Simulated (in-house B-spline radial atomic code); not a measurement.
**V²⁺: ionisation energy by several methods**

The task here is to estimate one member of a computed series from the others.

Method: Dirac-Coulomb, several functionals; spherical all-electron atom at the radial basis limit. Code: in-house B-spline radial atomic code version 1.

## Starting point

* element: vanadium (Z = 23)
* charge: +2
* electrons: 21
* configuration: [Ar] 3d3
* nucleus: Fermi, rms radius 3.600 fm

Outer shells as boxes (Hund's rule):

[Ar] 3d3
```
[Ar] core
3d [↑ ][↑ ][↑ ][  ][  ]
```

The boxes only draw the filling; these runs are spin-restricted and spherical.

Set-up of the first run:

Input settings:

```ini
Z = 23
electrons = 21.0
configuration = [Ar] 3d3
hamiltonian = dirac
method = optx,lyp
spin_polarised = False
nucleus = fermi
rms_radius = 3.6002
mass_number = 51
atomic_mass = 50.943957664
speed_of_light = 137.035999084
```

Steps of the session up to this table: OLYP, a GGA; BLYP, a GGA; LDA (VWN5); AM05, a GGA; RPBE, a GGA; relativistic LDA.

One table of the session follows, with a row left open; its other results are not shown here.

| method | ΔSCF (eV) |
| --- | --- |
| LDA (VWN5) | ? |
| relativistic LDA | 29.183 |
| OLYP | 28.961 |
| BLYP | 28.894 |
| AM05 | 28.847 |
| RPBE | 28.825 |

**Question.** Estimate the row for LDA (VWN5).

As computed: ΔSCF (eV): 29.168. In the column «ΔSCF (eV)» it lies between OLYP (28.961) and relativistic LDA (29.183).
